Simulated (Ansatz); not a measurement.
**C₃H₇BO₂: small, medium and large basis sets**

One table from this session's results is given with a row withheld; the runs are named, their logs left out.

Program: Ansatz 0.2.0, Gaussian basis. Level of theory: one geometry, several basis sets. These are calculated values, not measurements.

Levels to be run: PBE0-D4/def2-SVP; ωB97M-V/def2-SVP; PBE0-D4/def2-QZVPP; ωB97M-V/def2-QZVPP; the functionals' def2-TZVPP values are taken from earlier runs.

**The relaxed structure**

All runs share one geometry, relaxed beforehand with PBE0-D4 in a triple-zeta def2 set.

SMILES `CBOC(C)=O`, 13 atoms, charge 0, spin multiplicity 1.

Atoms are counted from 1 here; the program's logs count them from 0.

Bond lengths: C1–B2 1.554 Å, C1–H7 1.091 Å, C1–H8 1.095 Å, C1–H9 1.097 Å, B2–O3 1.376 Å, B2–H10 1.196 Å, O3–C4 1.369 Å, C4–C5 1.494 Å, C4–O6 1.193 Å, C5–H11 1.087 Å, C5–H12 1.092 Å, C5–H13 1.092 Å. Angles: B2–C1–H7 114.1°, B2–C1–H8 110.5°, B2–C1–H9 109.0°, H7–C1–H8 109.2°, H7–C1–H9 108.6°, H8–C1–H9 105.0°, C1–B2–O3 118.3°, C1–B2–H10 123.2°, O3–B2–H10 118.5°, B2–O3–C4 122.6°, O3–C4–C5 111.1°, O3–C4–O6 122.8°, C5–C4–O6 126.0°, C4–C5–H11 110.0°, C4–C5–H12 109.5°, C4–C5–H13 109.7°, H11–C5–H12 110.3°, H11–C5–H13 110.3° and more.

The first run:

The input, in.yaml:

```yaml
crystal:
  periodic: [false, false, false]
  atoms:
    - {symbol: C, position_ang: [-2.059066, -1.347629, 0.172199]}
    - {symbol: B, position_ang: [-1.211057, -0.092714, -0.173409]}
    - {symbol: O, position_ang: [0.156938, -0.174919, -0.049104]}
    - {symbol: C, position_ang: [0.998741, 0.809142, -0.493788]}
    - {symbol: C, position_ang: [2.271679, 0.821314, 0.287867]}
    - {symbol: O, position_ang: [0.732771, 1.520995, -1.412878]}
    - {symbol: H, position_ang: [-1.472646, -2.201605, 0.514502]}
    - {symbol: H, position_ang: [-2.814488, -1.104064, 0.926821]}
    - {symbol: H, position_ang: [-2.629520, -1.648102, -0.715213]}
    - {symbol: H, position_ang: [-1.691070, 0.949078, -0.511902]}
    - {symbol: H, position_ang: [2.940416, 1.583966, -0.102453]}
    - {symbol: H, position_ang: [2.743425, -0.161730, 0.231057]}
    - {symbol: H, position_ang: [2.054374, 1.011467, 1.341199]}
basis:
  gaussian: {orbitals: def2-SVP}
hamiltonian: {xc: pbe0, dispersion: d4}
output: {orbitals: {seedname: orbitals}}
```

On the command line:

```console
$ ansatz run in.yaml --threads 4 --pin off --events-out ev --progress --plain --max-ram 10444MiB
```

Among the steps run: PBE0-D4 in def2-SVP; ωB97M-V in def2-SVP; PBE0-D4 in def2-QZVPP; ωB97M-V in def2-QZVPP.

One table of the session follows, with a row left open; its other results are not shown here.

It belongs to the step «Density functionals: the series». 

```
functional       basis  HOMO (eV)
   PBE0-D4    def2-SVP          ?
   PBE0-D4  def2-TZVPP      -8.19
   PBE0-D4  def2-QZVPP      -8.21
   ωB97M-V    def2-SVP     -10.53
   ωB97M-V  def2-TZVPP     -10.64
   ωB97M-V  def2-QZVPP     -10.66
```

Estimate the missing values for PBE0-D4, def2-SVP.

As computed: HOMO (eV): -8.09. In the column «HOMO (eV)» it is the highest.
